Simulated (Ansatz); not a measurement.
**AsNH4 (SMILES N[AsH2]): functionals against CCSD(T) at one geometry**

An exercise on one series of results from a longer session: the logs are not shown, and one member is left open.

Computed with Ansatz 0.2.0, Gaussian basis. Level: single points in def2-TZVPP.

Cores are frozen in the correlated methods. Filled d shells of the heavier atoms are correlated.

### Where the work starts

SMILES `N[AsH2]`, 6 atoms, charge 0, spin multiplicity 1.

Atoms are counted from 1 here; the program's logs count them from 0.

Bond lengths: N1–As2 1.844 Å, N1–H3 1.024 Å, N1–H4 1.014 Å, As2–H5 1.519 Å, As2–H6 1.574 Å. Angles: As2–N1–H3 117.7°, As2–N1–H4 109.9°, H3–N1–H4 110.1°, N1–As2–H5 96.6°, N1–As2–H6 106.0°, H5–As2–H6 88.9°.

Geometry (Å):

```
atom     x (Å)     y (Å)     z (Å)
  N1  -0.27184  -0.89955  -0.05171
 As2  -0.53646   0.92532  -0.05892
  H3   0.69350  -1.23968  -0.03340
  H4  -0.80460  -1.32201   0.70014
  H5   0.26116   1.21364  -1.31968
  H6   0.63932   1.53857   0.78979
```

Set-up of the first run:

run/in.yaml reads:

```yaml
crystal:
  periodic: [false, false, false]
  atoms:
    - {symbol: N, position_ang: [-0.271839, -0.899555, -0.051711]}
    - {symbol: As, position_ang: [-0.536458, 0.925318, -0.058916]}
    - {symbol: H, position_ang: [0.693497, -1.239681, -0.033402]}
    - {symbol: H, position_ang: [-0.804598, -1.322005, 0.700142]}
    - {symbol: H, position_ang: [0.261160, 1.213637, -1.319682]}
    - {symbol: H, position_ang: [0.639324, 1.538566, 0.789794]}
basis:
  gaussian: {orbitals: def2-TZVPP}
hamiltonian: {xc: pbe, dispersion: d4}
output: {forces: true}
```

The run is started by

```bash
$ ansatz run in.yaml --threads 2 --pin off --events-out ev --progress --plain --max-ram 3481MiB
```

Steps of the session up to this table: PBE-D4/def2-TZVPP; r2SCAN-D4/def2-TZVPP; PBE0-D4/def2-TZVPP; wB97M-V/def2-TZVPP; CCSD(T)/def2-TZVPP.

One table of the session follows, with a row left open; its other results are not shown here.

```
   method  RMS force component (eV/Å)  angle to CCSD(T) forces (°)  dipole (D)
   PBE-D4                       0.285                         45.5        1.28
r2SCAN-D4                           ?                            ?           ?
  PBE0-D4                       0.289                         13.7        1.31
  wB97M-V                       0.330                          9.2        1.25
  CCSD(T)                       0.328                    reference        1.29
```

Estimate the missing values for r2SCAN-D4.

As computed: RMS force component (eV/Å): 0.285; angle to CCSD(T) forces (°): 12.0; dipole (D): 1.34.
